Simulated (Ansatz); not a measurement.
**CH6N2OW: how energies converge with the basis set**

One table from this session's results is given with a row withheld; the runs are named, their logs left out.

The runs use Ansatz 0.2.0, Gaussian basis; one geometry, several basis sets.

The runs, in order: PBE0-D4/def2-SVP; ωB97M-V/def2-SVP; PBE0-D4/def2-QZVPP; ωB97M-V/def2-QZVPP; the functionals' def2-TZVPP values are taken from earlier runs.

## The geometry

All runs share one geometry, relaxed beforehand with PBE0-D4 in a triple-zeta def2 set. W takes the def2 core potential; no spin-orbit term is included.

SMILES `[CH3][W](=[NH])(=[NH])[OH]`, 11 atoms, charge 0, spin multiplicity 1.

Atoms are counted from 1 here; the program's logs count them from 0.

Bond lengths: C1–W2 2.122 Å, C1–H6 1.091 Å, C1–H7 1.094 Å, C1–H8 1.094 Å, W2–N3 1.751 Å, W2–N4 1.749 Å, W2–O5 1.902 Å, N3–H9 1.008 Å, N4–H10 1.007 Å, O5–H11 0.959 Å. Angles: W2–C1–H6 111.5°, W2–C1–H7 109.7°, W2–C1–H8 109.3°, H6–C1–H7 108.4°, H6–C1–H8 108.4°, H7–C1–H8 109.5°, C1–W2–N3 103.8°, C1–W2–N4 103.8°, C1–W2–O5 110.2°, N3–W2–N4 113.6°, N3–W2–O5 112.7°, N4–W2–O5 111.9°, W2–N3–H9 153.9°, W2–N4–H10 158.5°, W2–O5–H11 122.7°.

As a file:

```mol
CH6N2OW
  3D, bonds by distance, orders not assigned

 11 10  0  0  0  0  0  0  0  0999 V2000
   -1.4897    0.1402    0.6501 C   0  0
    0.3891   -0.0781   -0.3125 W   0  0
    1.5036   -0.3720    1.0056 N   0  0
    0.6327    1.4613   -1.1071 N   0  0
    0.3265   -1.5171   -1.5546 O   0  0
   -1.4839    0.9738    1.3542 H   0  0
   -1.7314   -0.7741    1.2001 H   0  0
   -2.2620    0.3294   -0.1013 H   0  0
    2.2853   -0.1406    1.5986 H   0  0
    1.0732    2.3362   -1.3401 H   0  0
    0.7565   -2.3591   -1.3932 H   0  0
  1  2  8  0
  2  3  8  0
  2  4  8  0
  2  5  8  0
  1  6  8  0
  1  7  8  0
  1  8  8  0
  3  9  8  0
  4 10  8  0
  5 11  8  0
M  END
```

The first run:

File in.yaml:

```yaml
crystal:
  periodic: [false, false, false]
  atoms:
    - {symbol: C, position_ang: [-1.489717, 0.140168, 0.650133]}
    - {symbol: W, position_ang: [0.389130, -0.078142, -0.312480]}
    - {symbol: N, position_ang: [1.503578, -0.371955, 1.005565]}
    - {symbol: N, position_ang: [0.632719, 1.461339, -1.107080]}
    - {symbol: O, position_ang: [0.326528, -1.517092, -1.554557]}
    - {symbol: H, position_ang: [-1.483871, 0.973828, 1.354218]}
    - {symbol: H, position_ang: [-1.731385, -0.774069, 1.200113]}
    - {symbol: H, position_ang: [-2.261975, 0.329360, -0.101263]}
    - {symbol: H, position_ang: [2.285262, -0.140597, 1.598557]}
    - {symbol: H, position_ang: [1.073223, 2.336236, -1.340053]}
    - {symbol: H, position_ang: [0.756508, -2.359076, -1.393162]}
basis:
  gaussian: {orbitals: def2-SVP}
hamiltonian: {xc: pbe0, dispersion: d4}
output: {orbitals: {seedname: orbitals}}
```

Launch:

```console
> ansatz run in.yaml --threads 4 --pin off --events-out ev --progress --plain --max-ram 10444MiB
```

Among the steps run: PBE0-D4 in def2-SVP; ωB97M-V in def2-SVP; PBE0-D4 in def2-QZVPP; ωB97M-V in def2-QZVPP.

One of the session's tables, all rows but one given; the rest of the session is left out.

It belongs to the step «Density functionals: the series». 

```
functional       basis  HOMO (eV)
   PBE0-D4    def2-SVP          ?
   PBE0-D4  def2-TZVPP      -7.55
   PBE0-D4  def2-QZVPP      -7.59
   ωB97M-V    def2-SVP      -9.75
   ωB97M-V  def2-TZVPP      -9.84
   ωB97M-V  def2-QZVPP      -9.88
```

**Question.** Estimate the row for PBE0-D4, def2-SVP.

As computed: HOMO (eV): -7.47. In the column «HOMO (eV)» it is the highest.
